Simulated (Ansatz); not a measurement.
# H6O2Si2Zn: the cost of one run

Program: Ansatz 0.2.0, Gaussian basis. Level of theory: the settings change from run to run. These are calculated values, not measurements.

## 1. The molecule

The geometry comes from an earlier relaxation with PBE0-D4 in a triple-zeta def2 set; it is a stationary point, not always the lowest conformer.

SMILES `[SiH3][O][Zn][O][SiH3]`, 11 atoms, charge 0, spin multiplicity 1.

Atoms are counted from 1 here; the program's logs count them from 0.

Bond lengths: Si1–O2 1.626 Å, Si1–H6 1.491 Å, Si1–H7 1.486 Å, Si1–H8 1.492 Å, O2–Zn3 1.750 Å, Zn3–O4 1.750 Å, O4–Si5 1.626 Å, Si5–H9 1.491 Å, Si5–H10 1.486 Å, Si5–H11 1.491 Å. Angles: O2–Si1–H6 111.4°, O2–Si1–H7 109.0°, O2–Si1–H8 111.4°, H6–Si1–H7 108.7°, H6–Si1–H8 107.5°, H7–Si1–H8 108.7°, Si1–O2–Zn3 142.6°, O2–Zn3–O4 175.1°, Zn3–O4–Si5 142.3°, O4–Si5–H9 111.4°, O4–Si5–H10 109.0°, O4–Si5–H11 111.4°, H9–Si5–H10 108.7°, H9–Si5–H11 107.6°, H10–Si5–H11 108.7°.

## 2. B2GP-PLYP/def2-SVP

Set apart from the defaults: coordinates scaled by 1.05.

File in.yaml:

```yaml
crystal:
  periodic: [false, false, false]
  atoms:
    - {symbol: Si, position_ang: [-1.027487, -1.825734, 2.477694]}
    - {symbol: O, position_ang: [0.110782, -1.607360, 1.224592]}
    - {symbol: Zn, position_ang: [0.656519, -0.413476, -0.061453]}
    - {symbol: O, position_ang: [1.333319, 0.697109, -1.360134]}
    - {symbol: Si, position_ang: [0.880430, 1.918214, -2.463878]}
    - {symbol: H, position_ang: [-0.806905, -0.794148, 3.634490]}
    - {symbol: H, position_ang: [-0.876544, -3.267209, 3.056149]}
    - {symbol: H, position_ang: [-2.493334, -1.644758, 1.956955]}
    - {symbol: H, position_ang: [0.226823, 3.137685, -1.730627]}
    - {symbol: H, position_ang: [2.150783, 2.413773, -3.222455]}
    - {symbol: H, position_ang: [-0.154397, 1.385902, -3.511344]}
basis:
  gaussian: {orbitals: def2-SVP}
hamiltonian: {xc: {name: B2GP-PLYP}}
```

Started as:

```sh
ansatz run in.yaml --threads 2 --pin off --events-out ev --progress --plain --max-ram 32768MiB --backend cpu
```

**Question.** How long does this run take on 2 threads of AMD EPYC 7R13, shared host, and how much memory does it need?

About 4.2 s, with a peak of 0.55 GiB.
